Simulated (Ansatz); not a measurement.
# Ca2C: the cell at several levels of theory

An exercise on one series of results from a longer session: the logs are not shown, and one member is left open.

The runs shown are made with Ansatz 0.2.0. PAW datasets, plane waves, zero pressure. The cell comes from a prototype generator: it can be a known phase or a hypothetical one. Spin polarisation is off.

**The system as given**

This is the cell as the run starts from it, not yet at rest; its lengths are not the crystal's.

It is cubic, Fm-3m (No. 225); conventional cell a = 5.717 Å, 15.57 Å³ an atom. Near C stand 8 Ca at 2.48 Å; near Ca stand 4 C at 2.48 Å.

Structure file:

```xyz
3
Lattice="0.0000 2.8587 2.8587 2.8587 0.0000 2.8587 2.8587 2.8587 0.0000" Properties=species:S:1:pos:R:3 pbc="T T T"
C     0.0000    0.0000    0.0000
Ca    1.4294    1.4294    1.4294
Ca    4.2881    4.2881    4.2881
```

Set-up of the first run:

The input, input.yaml:

```yaml
crystal:
  lattice:
    - [0.0, 2.8587152169, 2.8587152169]
    - [2.8587152169, 0.0, 2.8587152169]
    - [2.8587152169, 2.8587152169, 0.0]
  atoms:
    - { symbol: C, position: [0.0, 0.0, 0.0] }
    - { symbol: Ca, position: [0.25, 0.25, 0.25] }
    - { symbol: Ca, position: [0.75, 0.75, 0.75] }
kpoints:
  mp_grid: { grid: [8, 8, 8] }
hamiltonian:
  xc: pbe
scf:
  occupations: { method: fermi_dirac, width: 0.02 }
relax:
  f_tol: 0.005
  cell: {}
output:
  write_density: true
  write_potential: true
  elf: true
  volumetric_format: npy
```

Started as:

```console
> ansatz run input.yaml --threads 2 --pin off --max-ram 2211MiB --backend cpu --events-out ev --progress --plain --runs-dir out
```

Among the steps run: Relaxing with PBE; r2SCAN: cell and atoms; Relaxation with PBEsol; LDA: cell and atoms; Relaxing with HSE06.

One of the session's tables, all rows but one given; the rest of the session is left out.

```
 level  a (Å)  volume (Å³/atom)
   PBE  6.284            20.675
r2SCAN  6.257            20.415
PBEsol  6.205            19.913
   LDA  6.116            19.067
 HSE06      ?                 ?
```

Q: Estimate the row for HSE06 from the others.

The run gave: a (Å): 6.270; volume (Å³/atom): 20.537. In the column «a (Å)» it lies between r2SCAN (6.257) and PBE (6.284).

The volume runs from LDA (least) to PBE (most), a spread of 8.4 %, or 2.7 % in length if all axes shared it alike. The meshes differ: PBE 8×8×8, r2SCAN 6×6×6, PBEsol 6×6×6, LDA 6×6×6, HSE06 4×4×4.
